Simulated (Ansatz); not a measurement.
A nudged elastic band was laid between two geometries of a periodic cell of 15 atoms, MgGa₆N₈ (host GaN, host structure P6_3mc, dopant Mg, one Ga atom removed), cell charge -2.

Level of theory: DFT PBE, scalar-relativistic, plane waves, PAW (Ansatz 0.2.0). Settings: PAW set soft_1, cutoff 420 eV, k mesh 2x2x2, fermi-dirac smearing 0.02 eV, no spin polarisation.

| Item | Value |
| --- | --- |
| movable images | 5 |
| climbing image | yes |
| spring | 5.0 eV/Å² |
| optimiser | quadratic models (default) |
| start path | IDPP |
| force threshold | 0.05 eV/Å |
| iteration limit | 45 |
| end points | relaxed |

First end point:

```xyz
15
Lattice="-3.1800 -5.5079 0.0000 4.7700 -2.7540 0.0000 0.0000 0.0000 5.1660" Properties=species:S:1:pos:R:3
Ga -0.022 -3.665 -0.022
Ga 1.578 -4.599 2.566
N 0.211 -3.491 1.864
N 1.582 -4.572 4.499
Ga 3.179 -3.672 -0.013
Ga -0.060 -1.798 2.647
N 3.183 -3.682 1.925
N -0.071 -1.859 4.522
Mg 1.614 -0.927 -0.068
Ga 3.196 -1.826 2.576
N 1.546 -1.175 1.923
N 3.270 -1.890 4.485
Ga 1.635 -6.445 -0.018
N 1.430 -6.324 1.872
N -1.565 -4.543 4.619
```

Last end point:

```xyz
15
Lattice="-3.1800 -5.5079 0.0000 4.7700 -2.7540 0.0000 0.0000 0.0000 5.1660" Properties=species:S:1:pos:R:3
Ga 0.063 -3.708 0.076
Ga 1.593 -4.588 2.584
N 0.074 -3.647 1.952
N 1.589 -4.579 4.521
Ga 3.193 -3.662 -0.002
Ga 0.026 -1.841 2.574
N 3.190 -3.690 1.929
N -0.211 -2.017 4.459
Mg 1.570 0.930 2.530
Ga 3.137 -1.817 2.578
N 1.568 -0.962 2.049
N 3.346 -1.938 4.466
Ga 1.574 -6.433 0.009
N 1.502 -6.370 1.917
N -1.545 -4.331 4.521
```

Task: What changes between the two ends?

Result: Contacts lost: N8–Mg9, Mg9–N12. Contacts made: N3–Mg9, Mg9–N14. The atom that moves furthest is Mg9, by 3.19 Å.

Task: What energy profile does the band end with?

Result: The forces met the threshold. The highest image is number 3 of 0 to 6, 2.05 eV above the ends, which have the same energy within 2 meV. By the program's own check the climbing image is a first-order saddle point (lowest curvatures found: -3.07 and 0.54 eV/Å²). Limits of this set-up: coarse k mesh, charged cell in a uniform background, uncorrected.

```csv
image,path coordinate (Å),energy (eV),N8–Mg9 (Å),Mg9–N12 (Å),N3–Mg9 (Å)
0,0.00,0.00,2.01,2.01,3.50
1,0.58,0.47,2.21,2.05,3.39
2,1.15,1.56,2.75,2.21,2.74
3,1.73,2.05,3.23,2.69,2.18
4,2.41,1.39,3.55,3.41,2.03
5,3.09,0.69,4.03,4.01,1.97
6,3.77,0.00,3.50,3.57,2.01
```

Task: What is the geometry of the highest image?

Result: 
```xyz
15
Lattice="-3.1800 -5.5079 0.0000 4.7700 -2.7540 0.0000 0.0000 0.0000 5.1660" Properties=species:S:1:pos:R:3:forces:R:3
Ga 0.092 -3.488 -0.053 -0.01 0.00 0.00
Ga 1.535 -4.647 2.543 0.00 0.00 0.00
N -0.032 -3.792 1.845 0.00 0.00 0.00
N 1.601 -4.492 4.486 0.00 0.00 0.00
Ga 3.183 -3.556 0.030 0.00 0.00 0.00
Ga -0.132 -2.029 2.622 0.00 0.00 0.00
N 3.161 -3.743 1.956 0.00 0.00 0.00
N -0.101 -1.751 4.518 0.00 0.00 0.00
Mg 1.998 0.074 0.995 0.01 0.01 -0.01
Ga 3.181 -1.908 2.702 0.00 0.00 0.00
N 1.495 -1.307 2.161 -0.01 -0.01 0.00
N 3.207 -1.755 4.608 0.01 0.00 0.00
Ga 1.627 -6.377 -0.049 0.00 0.00 0.00
N 1.402 -6.412 1.878 -0.01 0.00 0.00
N -1.530 -4.376 4.528 0.00 0.00 0.00
```

The run took 17 min on 1 thread of Arm Neoverse V2, on a shared host, peak memory 0.72 GiB.
